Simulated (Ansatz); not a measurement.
# CH5BO2S: the cost of one run

Program: Ansatz 0.2.0. Level of theory: RKS r2SCAN/def2-SVP. These are calculated values, not measurements.

## 1. The system as given

Bond lengths: O1–B2 1.417 Å, B2–S3 1.866 Å, S3–C4 1.789 Å, C4–O5 1.360 Å, O1–H6 1.030 Å, B2–H7 1.199 Å, C4–H8 1.146 Å, C4–H9 1.125 Å, O5–H10 1.004 Å. Angles: O1–B2–S3 117.5°, O1–B2–H7 123.0°, S3–B2–H7 119.4°, B2–O1–H6 105.0°, B2–S3–C4 96.7°, S3–C4–O5 113.8°, S3–C4–H8 107.1°, S3–C4–H9 113.8°, O5–C4–H8 106.4°, O5–C4–H9 110.6°, H8–C4–H9 104.3°, C4–O5–H10 105.0°.

Structure file:

```xyz
10

O    -1.1133    0.1458   -2.1669
B     0.0857    0.4396   -1.4708
S     0.9107   -0.9555   -0.5470
C     0.1645   -0.6226    1.0450
O     0.5021    0.5865    1.5682
H    -1.8692    0.3969   -1.5134
H     0.5992    1.5225   -1.4840
H    -0.9706   -0.6020    0.8871
H     0.3248   -1.4397    1.8020
H     1.4491    0.4774    1.8827
```

## 2. Relaxing end A

Contents of input.yaml:

```yaml
crystal:
  periodic: [false, false, false]
  atoms:
    - { symbol: O, position_ang: [-1.1133, 0.1458, -2.1669] }
    - { symbol: B, position_ang: [0.0857, 0.4396, -1.4708] }
    - { symbol: S, position_ang: [0.9107, -0.9555, -0.547] }
    - { symbol: C, position_ang: [0.1645, -0.6226, 1.045] }
    - { symbol: O, position_ang: [0.5021, 0.5865, 1.5682] }
    - { symbol: H, position_ang: [-1.8692, 0.3969, -1.5134] }
    - { symbol: H, position_ang: [0.5992, 1.5225, -1.484] }
    - { symbol: H, position_ang: [-0.9706, -0.602, 0.8871] }
    - { symbol: H, position_ang: [0.3248, -1.4397, 1.802] }
    - { symbol: H, position_ang: [1.4491, 0.4774, 1.8827] }
basis:
  gaussian: { orbitals: def2-SVP }
hamiltonian:
  xc: r2scan
relax:
  f_tol: 0.02
  max_steps: 50
output:
  orbitals: {}
```

Command:

```bash
$ ansatz run input.yaml --threads 2 --pin off --max-ram 3072MiB --backend cpu --events-out ev --progress --plain --runs-dir out
```

What time and memory should one allow on 2 threads of Intel Xeon Platinum 8259CL at 2.50GHz (Skylake/Cascade Lake), shared host?

About 53 s, with a peak of 0.19 GiB.
